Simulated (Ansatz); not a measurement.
# CH8BPSSi: inversion of the pyramid at P1, part 1 of 2

Wanted: the energy profile along the inversion of the pyramid at P1, from relaxed end points and a band of images. SMILES of the start: PBC[SiH2]S.

Program: Ansatz 0.2.0. Level of theory: RKS BLYP/def2-SVP. These are calculated values, not measurements.

## Step 1: The structure to begin with

Bond lengths: P1–B2 1.864 Å, B2–C3 1.558 Å, C3–Si4 1.935 Å, Si4–S5 2.156 Å, P1–H6 1.475 Å, P1–H7 1.449 Å, B2–H8 1.158 Å, C3–H9 1.148 Å, C3–H10 1.144 Å, Si4–H11 1.479 Å, Si4–H12 1.428 Å, S5–H13 1.440 Å. Angles (14 of 19 angles, heavy atoms first): P1–B2–C3 119.6°, B2–C3–Si4 112.6°, C3–Si4–S5 107.7°, P1–B2–H8 121.7°, C3–B2–H8 118.7°, B2–P1–H6 96.5°, B2–P1–H7 95.3°, B2–C3–H9 112.7°, B2–C3–H10 110.7°, Si4–C3–H9 108.0°, Si4–C3–H10 107.4°, C3–Si4–H11 105.2°, C3–Si4–H12 109.9°, S5–Si4–H11 109.1°.

As a file:

```xyz
13

P    -2.3089    0.8668    0.5639
B    -1.0242   -0.4824    0.5208
C     0.4050   -0.2015    1.0733
Si    1.7735   -0.3742   -0.2838
S     1.4052    1.1305   -1.7840
H    -1.6884    1.7227   -0.4641
H    -3.2051    0.2289   -0.3800
H    -1.2434   -1.5158    0.0474
H     0.5018    0.8412    1.5444
H     0.6637   -0.9326    1.9145
H     1.5642   -1.7125   -0.8786
H     3.0658   -0.2341    0.3077
H     0.1114    0.6283   -2.1667
```

## Step 2: End point A

The input, input.yaml:

```yaml
crystal:
  periodic: [false, false, false]
  atoms:
    - { symbol: P, position_ang: [-2.3089, 0.8668, 0.5639] }
    - { symbol: B, position_ang: [-1.0242, -0.4824, 0.5208] }
    - { symbol: C, position_ang: [0.405, -0.2015, 1.0733] }
    - { symbol: Si, position_ang: [1.7735, -0.3742, -0.2838] }
    - { symbol: S, position_ang: [1.4052, 1.1305, -1.784] }
    - { symbol: H, position_ang: [-1.6884, 1.7227, -0.4641] }
    - { symbol: H, position_ang: [-3.2051, 0.2289, -0.38] }
    - { symbol: H, position_ang: [-1.2434, -1.5158, 0.0474] }
    - { symbol: H, position_ang: [0.5018, 0.8412, 1.5444] }
    - { symbol: H, position_ang: [0.6637, -0.9326, 1.9145] }
    - { symbol: H, position_ang: [1.5642, -1.7125, -0.8786] }
    - { symbol: H, position_ang: [3.0658, -0.2341, 0.3077] }
    - { symbol: H, position_ang: [0.1114, 0.6283, -2.1667] }
basis:
  gaussian: { orbitals: def2-SVP }
hamiltonian:
  xc: blyp
relax:
  f_tol: 0.015
  max_steps: 40
```

Started as:

```
> ansatz run input.yaml --threads 2 --pin off --max-ram 3072MiB --backend cpu --events-out ev --progress --plain --runs-dir out
```

Log (excerpt; [...] marks lines left out):

```text
Warning: RAYON_NUM_THREADS=2 ignored (pool sized by the plan → 2); use --threads N
[...]
Functional definition: BLYP
[...]
1384 factors; their error is unknown
[...]
mean field -29833.63798440 eV, -1096.3659739607 hartree, gradient 6.4e-5 eV, S^2 0.000000; 0 other end points of the search recorded, 0 dependent functions left out
[...]
reference -29833.63835147 eV, -1096.3659874503 hartree; 32, 32 occupied and 90, 90 virtual orbitals, 1384 factors
relax step   1: F+E_penalty+E_count = -29833.63798440 eV  Δ(F+E_penalty+E_count) = +0.000e0 eV  max|allowed force component| = 2.112e0 eV/Å  Δτ_max = 0.0000 Å  (28 SCF iters, accepted)
[...]
relax step   3: F+E_penalty+E_count = -29834.09562239 eV  Δ(F+E_penalty+E_count) = -9.710e-2 eV  max|allowed force component| = 3.240e-1 eV/Å  Δτ_max = 0.1482 Å  (29 SCF iters, accepted)
[...]
relax step   5: F+E_penalty+E_count = -29834.13790963 eV  Δ(F+E_penalty+E_count) = -1.380e-2 eV  max|allowed force component| = 2.016e-1 eV/Å  Δτ_max = 0.2000 Å  (29 SCF iters, accepted)
[...]
relax step   7: F+E_penalty+E_count = -29834.14432205 eV  Δ(F+E_penalty+E_count) = -1.071e-3 eV  max|allowed force component| = 4.725e-2 eV/Å  Δτ_max = 0.0297 Å  (30 SCF iters, accepted)
[...]
relax step   9: F+E_penalty+E_count = -29834.14558854 eV  Δ(F+E_penalty+E_count) = -1.540e-4 eV  max|allowed force component| = 2.872e-2 eV/Å  Δτ_max = 0.0461 Å  (30 SCF iters, accepted)
[...]
1384 factors; their error is unknown
[...]
mean field -29834.14584380 eV, -1096.3846374492 hartree, gradient 1.8e-5 eV, S^2 0.000000; 1 other end points of the search recorded, 0 dependent functions left out
[...]
reference -29834.14621697 eV, -1096.3846511632 hartree; 32, 32 occupied and 90, 90 virtual orbitals, 1384 factors
Total energy: -29834.14621697 eV, -1096.3846511632 hartree
Atom 0 at    -2.410025     0.781398     0.423160 Å, force    -0.003447     0.000691    -0.001474 eV/Å
Atom 1 at    -1.058044    -0.540084     0.651420 Å, force     0.002241     0.001252    -0.009706 eV/Å
Atom 2 at     0.396111    -0.222825     1.122542 Å, force     0.001818    -0.003534     0.003968 eV/Å
Atom 3 at     1.660033    -0.365416    -0.316474 Å, force     0.002564     0.000376     0.002778 eV/Å
Atom 4 at     1.434319     1.161687    -1.860881 Å, force    -0.003558    -0.002842     0.001093 eV/Å
Atom 5 at    -1.683109     1.869147    -0.163522 Å, force     0.001438    -0.001948     0.000541 eV/Å
Atom 6 at    -3.082574     0.317132    -0.753540 Å, force     0.000202    -0.000483     0.001946 eV/Å
Atom 7 at    -1.411271    -1.695447     0.511166 Å, force    -0.002933     0.000742     0.004749 eV/Å
Atom 8 at     0.543949     0.790627     1.550043 Å, force    -0.000095     0.001284    -0.000499 eV/Å
Atom 9 at     0.769634    -0.983076     1.846378 Å, force     0.000865     0.001399    -0.000493 eV/Å
Atom 10 at     1.597330    -1.743233    -0.905630 Å, force    -0.000593     0.001423    -0.003156 eV/Å
Atom 11 at     3.037299    -0.112965     0.217415 Å, force    -0.001250     0.000088    -0.000353 eV/Å
Atom 12 at     0.226949     0.708355    -2.307276 Å, force     0.002749     0.001551     0.000607 eV/Å
Dipole moment:     0.000287    -0.102037     0.046399 e Å
```

Run time: 23 s. Hardware: 2 threads of Intel Xeon Platinum 8488C (Sapphire Rapids), shared host; peak memory 0.21 GiB.

The steps of the relaxation:

```
step  energy from step 1 (eV)  largest force component (eV/Å)
   1                   0.0000                          2.1120
   2                  -0.3605                          0.6685
   3                  -0.4576                          0.3240
   4                  -0.4861                          0.3248
   5                  -0.4999                          0.2016
   6                  -0.5053                          0.0667
   7                  -0.5063                          0.0472
   8                  -0.5075                          0.0370
   9                  -0.5076                          0.0287
  10                  -0.5077                          0.0275
  11                  -0.5079                          0.0097
```

Step 1 is the start.

After: Bond lengths: P1–B2 1.904 Å, B2–C3 1.561 Å, C3–Si4 1.921 Å, Si4–S5 2.184 Å, P1–H6 1.434 Å, P1–H7 1.433 Å, B2–H8 1.216 Å, C3–H9 1.110 Å, C3–H10 1.114 Å, Si4–H11 1.500 Å, Si4–H12 1.499 Å, S5–H13 1.365 Å. Angles (14 of 19 angles, heavy atoms first): P1–B2–C3 123.8°, B2–C3–Si4 111.8°, C3–Si4–S5 114.2°, P1–B2–H8 116.1°, C3–B2–H8 119.9°, B2–P1–H6 102.4°, B2–P1–H7 101.9°, B2–C3–H9 115.2°, B2–C3–H10 111.7°, Si4–C3–H9 105.6°, Si4–C3–H10 102.4°, C3–Si4–H11 109.6°, C3–Si4–H12 109.0°, S5–Si4–H11 111.1°.

## Step 3: Relaxing end B

The second end starts from a geometry with the move made by hand.

Changes to input.yaml since step 2:

```diff
@@ -8,4 +8,4 @@
     - { symbol: S, position_ang: [1.4052, 1.1305, -1.784] }
-    - { symbol: H, position_ang: [-1.6884, 1.7227, -0.4641] }
-    - { symbol: H, position_ang: [-3.2051, 0.2289, -0.38] }
+    - { symbol: H, position_ang: [-1.62002, 1.72358, 1.54662] }
+    - { symbol: H, position_ang: [-3.13888, 0.22975, 1.56706] }
     - { symbol: H, position_ang: [-1.2434, -1.5158, 0.0474] }
@@ -23 +23,3 @@
   max_steps: 40
+output:
+  orbitals: {}
```

Started as:

```
> ansatz run input.yaml --threads 2 --pin off --max-ram 3072MiB --backend cpu --events-out ev --progress --plain --runs-dir out
```

Log (excerpt; [...] marks lines left out):

```text
Warning: RAYON_NUM_THREADS=2 ignored (pool sized by the plan → 2); use --threads N
[...]
[... 1 set-up line as earlier in the session ...]
[...]
1384 factors; their error is unknown
[...]
mean field -29833.61877131 eV, -1096.3652678927 hartree, gradient 4.0e-5 eV, S^2 0.000000; 0 other end points of the search recorded, 0 dependent functions left out
[...]
reference -29833.61914189 eV, -1096.3652815110 hartree; 32, 32 occupied and 90, 90 virtual orbitals, 1384 factors
relax step   1: F+E_penalty+E_count = -29833.61877131 eV  Δ(F+E_penalty+E_count) = +0.000e0 eV  max|allowed force component| = 2.055e0 eV/Å  Δτ_max = 0.0000 Å  (28 SCF iters, accepted)
[...]
relax step   4: F+E_penalty+E_count = -29834.11324502 eV  Δ(F+E_penalty+E_count) = -2.459e-2 eV  max|allowed force component| = 2.398e-1 eV/Å  Δτ_max = 0.1032 Å  (29 SCF iters, accepted)
[...]
Atom 3 at     1.651858    -0.394592    -0.354383 Å, force     0.007654    -0.005978     0.002831 eV/Å
Atom 4 at     1.338218     1.285973    -1.704971 Å, force     0.004935     0.003385     0.001036 eV/Å
Atom 5 at    -1.891330     1.890036     1.194550 Å, force    -0.000257    -0.001774    -0.000900 eV/Å
Atom 6 at    -3.388110     0.341064     0.901447 Å, force    -0.000016    -0.000446     0.000097 eV/Å
Atom 7 at    -1.346121    -1.706194     0.805555 Å, force     0.001564     0.007309    -0.001489 eV/Å
Atom 8 at     0.790523     0.683699     1.685525 Å, force    -0.000043    -0.004331    -0.002875 eV/Å
Atom 9 at     0.990842    -1.107901     1.876004 Å, force     0.000384     0.004074    -0.004014 eV/Å
Atom 10 at     1.432606    -1.713487    -1.035785 Å, force    -0.000965     0.005893     0.002474 eV/Å
Atom 11 at     3.096613    -0.271355     0.026359 Å, force    -0.006285    -0.001617    -0.003323 eV/Å
Atom 12 at     0.005658     1.048013    -1.894145 Å, force    -0.004698    -0.001835    -0.001665 eV/Å
Dipole moment:    -0.106404    -0.087889     0.311279 e Å
```

It took 31 s on 2 threads of Intel Xeon Platinum 8488C (Sapphire Rapids), shared host; peak memory 0.21 GiB.

Relaxation path:

```
step  energy from step 1 (eV)  largest force component (eV/Å)
   1                   0.0000                          2.0545
   2                  -0.3714                          0.7602
   3                  -0.4699                          0.2655
   4                  -0.4945                          0.2398
   5                  -0.5094                          0.1877
   6                  -0.5146                          0.0928
   7                  -0.5201                          0.0444
   8                  -0.5245                          0.2133
   9                  -0.5268                          0.2070
  10                  -0.5305                          0.0939
  11                  -0.5317                          0.1086
  12                  -0.5330                          0.0540
  13                  -0.5334                          0.0579
  14                  -0.5338                          0.0115
  15                  -0.5339                          0.0077
```

Step 1 is the start.

After: Bond lengths: P1–B2 1.906 Å, B2–C3 1.561 Å, C3–Si4 1.925 Å, Si4–S5 2.179 Å, P1–H6 1.432 Å, P1–H7 1.431 Å, B2–H8 1.217 Å, C3–H9 1.110 Å, C3–H10 1.113 Å, Si4–H11 1.501 Å, Si4–H12 1.499 Å, S5–H13 1.367 Å. Angles (14 of 19 angles, heavy atoms first): P1–B2–C3 124.1°, B2–C3–Si4 111.5°, C3–Si4–S5 113.2°, P1–B2–H8 114.9°, C3–B2–H8 119.9°, B2–P1–H6 104.1°, B2–P1–H7 102.1°, B2–C3–H9 115.2°, B2–C3–H10 111.4°, Si4–C3–H9 105.3°, Si4–C3–H10 103.2°, C3–Si4–H11 109.5°, C3–Si4–H12 109.3°, S5–Si4–H11 112.1°.

## Step 4: The band

crystal.atoms is end A as relaxed above, and neb.final_atoms is end B, turned to lie on A. With 9 inner images the band has 11 in all.

The input, input.yaml:

```yaml
crystal:
  periodic: [false, false, false]
  atoms:
    - { symbol: P, position_ang: [-2.410025, 0.781398, 0.42316] }
    - { symbol: B, position_ang: [-1.058044, -0.540084, 0.65142] }
    - { symbol: C, position_ang: [0.396111, -0.222825, 1.122542] }
    - { symbol: Si, position_ang: [1.660033, -0.365416, -0.316474] }
    - { symbol: S, position_ang: [1.434319, 1.161687, -1.860881] }
    - { symbol: H, position_ang: [-1.683109, 1.869147, -0.163522] }
    - { symbol: H, position_ang: [-3.082574, 0.317132, -0.75354] }
    - { symbol: H, position_ang: [-1.411271, -1.695447, 0.511166] }
    - { symbol: H, position_ang: [0.543949, 0.790627, 1.550043] }
    - { symbol: H, position_ang: [0.769634, -0.983076, 1.846378] }
    - { symbol: H, position_ang: [1.59733, -1.743233, -0.90563] }
    - { symbol: H, position_ang: [3.037299, -0.112965, 0.217415] }
    - { symbol: H, position_ang: [0.226949, 0.708355, -2.307276] }
basis:
  gaussian: { orbitals: def2-SVP }
hamiltonian:
  xc: blyp
neb:
  order_check: false
  images: 9
  f_tol: 0.05
  max_iterations: 60
  initial_path: idpp
  final_atoms:
    - { symbol: P, position_ang: [-2.14278292, 0.70918711, -0.44792755] }
    - { symbol: B, position_ang: [-1.03443085, -0.51937562, 0.49907988] }
    - { symbol: C, position_ang: [0.38847689, -0.17561637, 1.0399923] }
    - { symbol: Si, position_ang: [1.73588789, -0.41762885, -0.31286667] }
    - { symbol: S, position_ang: [1.64616544, 1.08124296, -1.89150212] }
    - { symbol: H, position_ang: [-2.04803223, 1.92023741, 0.31101607] }
    - { symbol: H, position_ang: [-3.453716, 0.30087868, -0.04578137] }
    - { symbol: H, position_ang: [-1.40497631, -1.67768358, 0.46229023] }
    - { symbol: H, position_ang: [0.51879052, 0.86575409, 1.40102841] }
    - { symbol: H, position_ang: [0.70157607, -0.88365345, 1.8396663] }
    - { symbol: H, position_ang: [1.65351821, -1.81392558, -0.85640583] }
    - { symbol: H, position_ang: [3.09009574, -0.20466416, 0.29395783] }
    - { symbol: H, position_ang: [0.37002855, 0.78054734, -2.27774649] }
```

Started as:

```
> ansatz run input.yaml --threads 2 --pin off --max-ram 3072MiB --backend cpu --events-out ev --progress --plain --runs-dir out
```

Log (excerpt; [...] marks lines left out):

```text
Warning: RAYON_NUM_THREADS=2 ignored (pool sized by the plan → 2); use --threads N
[...]
[... 1 set-up line as earlier in the session ...]
[...]
1384 factors; their error is unknown
[...]
mean field -29834.14582877 eV, -1096.3846368968 hartree, gradient 6.7e-5 eV, S^2 0.000000; 0 other end points of the search recorded, 0 dependent functions left out
[...]
reference -29834.14620245 eV, -1096.3846506294 hartree; 32, 32 occupied and 90, 90 virtual orbitals, 1384 factors
1384 factors; their error is unknown
[...]
mean field -29834.15267657 eV, -1096.3848885488 hartree, gradient 3.0e-5 eV, S^2 0.000000; 0 other end points of the search recorded, 0 dependent functions left out
[...]
reference -29834.15304925 eV, -1096.3849022448 hartree; 32, 32 occupied and 90, 90 virtual orbitals, 1384 factors
NEB end point (image 0): max|allowed force component| = 9.997e-3 eV/Å (the criterion of neb.relax_end_points is 1.000e-2)
[...]
Atom 3 at     1.768119    -0.440419    -0.232073 Å, force    -0.010660     0.004553     0.007198 eV/Å
Atom 4 at     1.654564     1.037542    -1.833131 Å, force     0.009477    -0.003725    -0.007190 eV/Å
Atom 5 at    -2.041591     2.091738    -0.105148 Å, force    -0.003252    -0.000577     0.001196 eV/Å
Atom 6 at    -3.478318     0.373049    -0.627716 Å, force     0.002879    -0.008077     0.000236 eV/Å
Atom 7 at    -1.434387    -1.681614     0.443882 Å, force    -0.005687     0.002001    -0.006008 eV/Å
Atom 8 at     0.517649     0.845896     1.463613 Å, force    -0.004188    -0.002891    -0.003098 eV/Å
Atom 9 at     0.678713    -0.887583     1.916828 Å, force    -0.004931    -0.005184    -0.001247 eV/Å
Atom 10 at     1.706366    -1.841940    -0.766727 Å, force    -0.001618    -0.000937     0.004048 eV/Å
Atom 11 at     3.124032    -0.208004     0.366105 Å, force     0.001773    -0.000371    -0.003966 eV/Å
Atom 12 at     0.368862     0.723039    -2.173737 Å, force    -0.003930     0.003662     0.007622 eV/Å
Dipole moment:    -0.354172     0.072047     0.134254 e Å
this run last wrote the band of iteration 6 to <dir>
```

Run time: 1.8 min. Hardware: 2 threads of Intel Xeon Platinum 8488C (Sapphire Rapids), shared host; peak memory 0.19 GiB.

## Step 5: The band, image by image

The 9 inner images lie between the fixed ends 0 and 10. Energy is taken from image 0, and the path length is the program's own coordinate along the band.

```
image  path (Å)  energy (eV)  sum of angles at P1 (°)  band force (eV/Å)
    0     0.000       0.0000                    302.9                  -
    1     0.228       0.0029                    304.7              0.014
    2     0.455       0.0167                    311.4              0.022
    3     0.683       0.0857                    330.9              0.008
    4     0.911       0.2232                    351.2              0.014
   5*     1.138       0.3019                    360.0              0.012
    6     1.330       0.2428                    354.6              0.011
    7     1.521       0.1190                    339.6              0.018
    8     1.712       0.0257                    321.1              0.026
    9     1.903      -0.0042                    307.8              0.018
   10     2.094      -0.0068                    304.9                  -
```

The star marks the climbing image.

image, energy (eV) and a bar:
```
        0      0.000 #
        1      0.003 #
        2      0.017 ##
        3      0.086 #########
        4      0.223 ######################
        5      0.302 ##############################
        6      0.243 ########################
        7      0.119 ############
        8      0.026 ###
        9     -0.004 
       10     -0.007
```

How the highest energy settled:

```
iteration  highest image above image 0 (eV)  largest band force (eV/Å)
        1                            0.4658                      1.157
        2                            0.3212                      0.522
        3                            0.2958                      0.228
        4                            0.3034                      0.170
        5                            0.3022                      0.054
        6                            0.3019                      0.026
```

The band as a trajectory file:

```xyz
13
image=0 dE=0.0000
P    -2.410    0.781    0.423
B    -1.058   -0.540    0.651
C     0.396   -0.223    1.123
Si    1.660   -0.365   -0.316
S     1.434    1.162   -1.861
H    -1.683    1.869   -0.164
H    -3.083    0.317   -0.754
H    -1.411   -1.695    0.511
H     0.544    0.791    1.550
H     0.770   -0.983    1.846
H     1.597   -1.743   -0.906
H     3.037   -0.113    0.217
H     0.227    0.708   -2.307
13
image=1 dE=0.0029
P    -2.448    0.767    0.444
B    -1.063   -0.527    0.614
C     0.389   -0.200    1.093
Si    1.692   -0.387   -0.303
S     1.527    1.128   -1.866
H    -1.778    1.893   -0.137
H    -3.158    0.313   -0.714
H    -1.400   -1.685    0.455
H     0.531    0.821    1.503
H     0.737   -0.946    1.845
H     1.628   -1.772   -0.875
H     3.058   -0.149    0.266
H     0.306    0.710   -2.310
13
image=2 dE=0.0167
P    -2.458    0.755    0.420
B    -1.055   -0.514    0.566
C     0.392   -0.188    1.067
Si    1.733   -0.416   -0.286
S     1.597    1.085   -1.865
H    -1.882    1.936   -0.151
H    -3.250    0.315   -0.689
H    -1.393   -1.674    0.415
H     0.533    0.840    1.460
H     0.707   -0.917    1.849
H     1.673   -1.811   -0.836
H     3.092   -0.184    0.303
H     0.331    0.737   -2.238
13
image=3 dE=0.0857
P    -2.399    0.732    0.299
B    -1.031   -0.526    0.526
C     0.405   -0.195    1.069
Si    1.760   -0.431   -0.266
S     1.624    1.061   -1.853
H    -1.965    2.012   -0.161
H    -3.357    0.342   -0.683
H    -1.405   -1.679    0.427
H     0.533    0.840    1.451
H     0.697   -0.905    1.877
H     1.700   -1.829   -0.808
H     3.120   -0.198    0.324
H     0.339    0.742   -2.186
13
image=4 dE=0.2232
P    -2.308    0.705    0.124
B    -1.020   -0.540    0.523
C     0.409   -0.196    1.082
Si    1.768   -0.436   -0.248
S     1.640    1.048   -1.843
H    -2.011    2.067   -0.140
H    -3.434    0.361   -0.663
H    -1.423   -1.683    0.439
H     0.525    0.841    1.457
H     0.690   -0.896    1.902
H     1.705   -1.836   -0.787
H     3.126   -0.204    0.344
H     0.353    0.733   -2.175
13
image=5 dE=0.3019
P    -2.219    0.689   -0.073
B    -1.029   -0.542    0.545
C     0.405   -0.193    1.091
Si    1.768   -0.440   -0.232
S     1.655    1.038   -1.833
H    -2.042    2.092   -0.105
H    -3.478    0.373   -0.628
H    -1.434   -1.682    0.444
H     0.518    0.846    1.464
H     0.679   -0.888    1.917
H     1.706   -1.842   -0.767
H     3.124   -0.208    0.366
H     0.369    0.723   -2.174
13
image=6 dE=0.2428
P    -2.152    0.685   -0.246
B    -1.045   -0.532    0.559
C     0.392   -0.188    1.098
Si    1.765   -0.444   -0.218
S     1.669    1.027   -1.825
H    -2.060    2.089   -0.075
H    -3.490    0.378   -0.590
H    -1.441   -1.675    0.448
H     0.510    0.852    1.467
H     0.664   -0.882    1.925
H     1.706   -1.848   -0.746
H     3.117   -0.211    0.390
H     0.383    0.716   -2.173
13
image=7 dE=0.1190
P    -2.097    0.690   -0.417
B    -1.059   -0.515    0.553
C     0.374   -0.181    1.105
Si    1.760   -0.446   -0.203
S     1.682    1.017   -1.815
H    -2.069    2.064   -0.043
H    -3.479    0.376   -0.541
H    -1.447   -1.664    0.459
H     0.501    0.859    1.469
H     0.647   -0.878    1.930
H     1.704   -1.853   -0.723
H     3.106   -0.214    0.417
H     0.399    0.709   -2.174
13
image=8 dE=0.0257
P    -2.058    0.699   -0.566
B    -1.066   -0.494    0.519
C     0.350   -0.172    1.108
Si    1.750   -0.447   -0.188
S     1.698    1.011   -1.805
H    -2.057    2.017   -0.011
H    -3.443    0.362   -0.478
H    -1.460   -1.645    0.474
H     0.486    0.870    1.465
H     0.617   -0.871    1.931
H     1.695   -1.856   -0.700
H     3.088   -0.215    0.451
H     0.419    0.706   -2.184
13
image=9 dE=-0.0042
P    -2.052    0.698   -0.650
B    -1.070   -0.491    0.470
C     0.321   -0.156    1.096
Si    1.742   -0.445   -0.172
S     1.738    1.007   -1.796
H    -2.012    1.965    0.016
H    -3.413    0.346   -0.389
H    -1.473   -1.638    0.468
H     0.448    0.893    1.437
H     0.574   -0.846    1.932
H     1.682   -1.857   -0.676
H     3.063   -0.219    0.498
H     0.472    0.709   -2.220
13
image=10 dE=-0.0068
P    -2.116    0.706   -0.567
B    -1.060   -0.511    0.452
C     0.334   -0.162    1.061
Si    1.749   -0.424   -0.218
S     1.743    1.054   -1.819
H    -2.057    1.927    0.180
H    -3.446    0.305   -0.227
H    -1.430   -1.669    0.412
H     0.448    0.884    1.414
H     0.605   -0.860    1.885
H     1.692   -1.827   -0.746
H     3.071   -0.205    0.455
H     0.488    0.749   -2.266
```

(Continued in part 2 of 2.)
